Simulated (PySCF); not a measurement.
# DyH2S2 (Dy(SH)2+): the cost of one run

Program: PySCF 2.14.0. Level of theory: several levels, as the steps say, no spin–orbit coupling. These are calculated values, not measurements.

1 further run of the same task is left out (for a known fault of the program).

### 1 Where the work starts

5 atoms, charge 1, spin multiplicity 1.

Bond lengths: Dy1–S2 2.475 Å, Dy1–S4 2.475 Å, S2–H3 1.360 Å, S4–H5 1.360 Å. Angles: S2–Dy1–S4 98.8°, Dy1–S2–H3 95.5°, Dy1–S4–H5 95.5°.

As a file:

```xyz
5
charge 1, multiplicity 1
Dy    0.0000    0.0000   -0.7417
S     1.8778   -0.0778    0.8690
H     2.8487   -0.2341   -0.0700
S    -1.8778    0.0778    0.8690
H    -2.8487    0.2341   -0.0700
```

Formal oxidation states: Dy +3. Each metal's 9 4f electrons lie in its core potential, so multiplicities, spins and levels count the valence alone. An earlier session relaxed this geometry at PBE0, Dy lcecp-1-SVP with ECP55, S def2-SVP, H def2-SVP (singlet, point group C2).

At PBE0 on the finer grid: E = -833.958651 Eh, HOMO -12.16 eV, LUMO -7.52 eV, Mulliken charge on Dy1 +1.09 e, largest force component 0.023 eV/Å. 

Levels to run: CAM-B3LYP; TPSSh; PBE0, TZVP. Hardware: 2 threads of Arm Neoverse V1, shared host.

### 2 CAM-B3LYP

run.py (the lines that set the calculation) reads:

```python
mol = gto.M(atom='''
Dy     0.00000     0.00000    -0.74173
S      1.87776    -0.07781     0.86905
H      2.84872    -0.23409    -0.07003
S     -1.87776     0.07781     0.86905
H     -2.84872     0.23409    -0.07003''',
    basis={'Dy': 'lcecp-1-SVP', 'S': 'def2-SVP', 'H': 'def2-SVP'},
    ecp={'Dy': 'lcecp-1-SVP'},
    charge=1, spin=0)
mf = dft.RKS(mol, xc='CAMB3LYP')
mf.grids.atom_grid = (75, 302)  # f atoms: unpruned, at least (60, 302)
mf = mf.density_fit()  # fitting sets: Dy AutoAux, S def2-universal-JKFIT, H def2-universal-JKFIT
mf.conv_tol = 1e-08; mf.max_cycle = 55
mf.kernel(dm0)  # dm0: the density of the relaxed state
```

Started as:

```sh
OMP_NUM_THREADS=2 python run.py
```

**Question.** How long does this run take on 2 threads of Arm Neoverse V1, shared host?

About 4.1 s.
